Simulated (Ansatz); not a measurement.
Consider an equation of state with a fit of K, space group Pm-3m (Ansatz 0.2.0, Python API).

Script `run_eos.py`:
```python
# -*- coding: utf-8 -*-
"""Equation of state of K."""

import ansatz as az
import numpy as np
from pymatgen.analysis.eos import EOS

vectors0 = np.array([
    [4.3104, 0.0, 0.0],
    [0.0, 4.3104, 0.0],
    [0.0, 0.0, 4.3104],
])
sites = [
    ("K", (0.0, 0.0, 0.0)),
]


def on_lattice(cell):
    crystal = az.Crystal(lattice=az.Lattice.of(cell))
    for symbol, position in sites:
        crystal = crystal.atom(symbol, position)
    return crystal


def main():
    # scale the volume, keep shape and fractions
    volumes, energies, pressures = [], [], []
    for scale in np.linspace(0.95, 1.07, 5):
        cell = vectors0 * scale ** (1 / 3)
        model = (
            on_lattice(cell).calculation()
            .functional(az.Functional.R2SCAN)
            .pseudopotentials("paw")
            .occupations("cold")
            .basis(600)
            .kpoints(6, 6, 6)
            .stress()
        )
        r = model.run(threads=1, backend="cpu").report
        volumes.append(abs(np.linalg.det(cell)) / len(sites))
        energies.append(r["free_energy_ev"] / len(sites))
        pressures.append(np.trace(r["stress_gpa"]) / 3)
        print(f"V = {volumes[-1]:8.4f} A^3/atom  F = {energies[-1]:.5f} eV/atom  P = {pressures[-1]:8.3f} GPa")

    for form in ["vinet"]:
        fit = EOS(eos_name=form).fit(volumes, energies)
        print(f"{form:18s} V0 {fit.v0:8.4f} A^3/atom  B0 {fit.b0_GPa:7.1f} GPa  B1 {fit.b1:5.2f}")


if __name__ == "__main__":
    main()
```

Where does the minimum lie against the volume typed, and how stiff is the crystal?

A third-order Birch-Murnaghan fit through the 5 points (the script's own form differs a little) has its minimum at 79.35 Å³ an atom, 0.9 % below the typed cell, with a bulk modulus of 3 GPa and dB/dP = 3.7. From that minimum the energy rises by 1.2 meV an atom on the compressed side and 3.8 meV on the expanded side.

The run itself:

```console
$ python run_eos.py
V =  76.0810 A^3/atom  F = -1542.35956 eV/atom  P =    0.123 GPa
V =  78.4836 A^3/atom  F = -1542.36070 eV/atom  P =    0.030 GPa
V =  80.8861 A^3/atom  F = -1542.36053 eV/atom  P =   -0.050 GPa
V =  83.2887 A^3/atom  F = -1542.35924 eV/atom  P =   -0.120 GPa
V =  85.6913 A^3/atom  F = -1542.35698 eV/atom  P =   -0.181 GPa
vinet              V0  79.3484 A^3/atom  B0     2.7 GPa  B1  3.70
```

Absolute energies stand on the zero of these potentials, so only differences at equal settings mean something. For a metal this k-point mesh is coarse: on a finer one energies can move by several to tens of meV an atom and pressures by half a GPa or more, differences at one mesh by less. Pressure is positive in compression. This isn't the structure that K takes at ambient conditions.

(A comment or docstring line of the script was reworded after the run, the code is as it ran; lines on the test bed's own set-up are left out of the output.)
